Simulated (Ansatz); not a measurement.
**C₃H₉BS: up Jacob's ladder to CCSD(T)**

One table from this session's results is given with a row withheld; the runs are named, their logs left out.

Method: functionals in def2-TZVPP, the program's frozen cores in correlated methods; program: Ansatz 0.2.0, Gaussian basis.

Plan: PBE-D4, r2SCAN-D4, PBE0-D4, B3LYP-D4, ωB97X-V, ωB97M-V, B2PLYP; CCSD(T)/def2-TZVPP; MP2/def2-QZVPP; extrapolation to the limit.

## The geometry

An earlier PBE0-D4 in a triple-zeta def2 set relaxation fixed the geometry.

SMILES `CBCSC`, 14 atoms, charge 0, spin multiplicity 1.

Atoms are counted from 1 here; the program's logs count them from 0.

Bond lengths: C1–B2 1.551 Å, C1–H6 1.091 Å, C1–H7 1.093 Å, C1–H8 1.103 Å, B2–C3 1.564 Å, B2–H9 1.203 Å, C3–S4 1.796 Å, C3–H10 1.099 Å, C3–H11 1.101 Å, S4–C5 1.796 Å, C5–H12 1.091 Å, C5–H13 1.092 Å, C5–H14 1.092 Å. Angles: B2–C1–H6 114.4°, B2–C1–H7 114.4°, B2–C1–H8 104.9°, H6–C1–H7 110.3°, H6–C1–H8 106.2°, H7–C1–H8 105.7°, C1–B2–C3 124.6°, C1–B2–H9 120.1°, C3–B2–H9 115.2°, B2–C3–S4 115.7°, B2–C3–H10 108.5°, B2–C3–H11 106.4°, S4–C3–H10 110.5°, S4–C3–H11 110.2°, H10–C3–H11 105.0°, C3–S4–C5 100.2°, S4–C5–H12 107.3°, S4–C5–H13 111.2° and more.

Set-up of the first run:

File in.yaml:

```yaml
crystal:
  periodic: [false, false, false]
  atoms:
    - {symbol: C, position_ang: [-1.896142, 0.854593, 1.215021]}
    - {symbol: B, position_ang: [-0.735445, 1.395520, 0.339176]}
    - {symbol: C, position_ang: [0.375624, 0.507502, -0.311070]}
    - {symbol: S, position_ang: [0.223728, -1.260013, -0.031190]}
    - {symbol: C, position_ang: [1.683856, -1.846215, -0.897035]}
    - {symbol: H, position_ang: [-2.330984, 1.590527, 1.892852]}
    - {symbol: H, position_ang: [-1.663045, -0.066326, 1.754870]}
    - {symbol: H, position_ang: [-2.691422, 0.587125, 0.499464]}
    - {symbol: H, position_ang: [-0.668462, 2.569247, 0.084750]}
    - {symbol: H, position_ang: [0.409302, 0.724167, -1.387499]}
    - {symbol: H, position_ang: [1.336518, 0.873605, 0.082869]}
    - {symbol: H, position_ang: [1.704203, -2.932393, -0.800520]}
    - {symbol: H, position_ang: [2.595058, -1.437538, -0.455371]}
    - {symbol: H, position_ang: [1.644109, -1.589201, -1.957517]}
basis:
  gaussian: {orbitals: def2-TZVPP}
hamiltonian: {xc: pbe, dispersion: d4}
output: {forces: true, orbitals: {seedname: orbitals}}
```

Started as:

```
ansatz run in.yaml --threads 4 --pin off --events-out ev --progress --plain --max-ram 10444MiB
```

Among the steps run: PBE-D4 (GGA); r2SCAN-D4 (meta-GGA); PBE0-D4 (hybrid); B3LYP-D4 (hybrid); ωB97X-V (range-separated); ωB97M-V (range-separated); B2PLYP (double hybrid); CCSD(T) in def2-TZVPP; MP2 in def2-QZVPP.

One of the session's tables, all rows but one given; the rest of the session is left out.

| method | atomisation energy (kcal/mol) |
| --- | --- |
| PBE-D4 | 1268.9 |
| r2SCAN-D4 | 1253.8 |
| PBE0-D4 | 1256.3 |
| B3LYP-D4 | 1249.6 |
| ωB97X-V | 1250.6 |
| ωB97M-V | 1253.4 |
| B2PLYP | 1235.1 |
| HF/def2-TZVPP | 947.1 |
| MP2/def2-TZVPP | ? |
| CCSD/def2-TZVPP | 1202.0 |
| CCSD(T)/def2-TZVPP | 1216.8 |
| MP2/CBS | 1256.3 |
| CCSD(T)/CBS | 1244.4 |

Q: Estimate the row for MP2/def2-TZVPP from the others.

The run gave: atomisation energy (kcal/mol): 1228.7. In the column «atomisation energy (kcal/mol)» it lies between CCSD(T)/def2-TZVPP (1216.8) and B2PLYP (1235.1).

To keep in mind: Free atoms (3 C, 1 B, 1 S, 9 H) were run apart at each level; the atomisation energy is their sum less the molecule, without zero-point or spin-orbit terms.
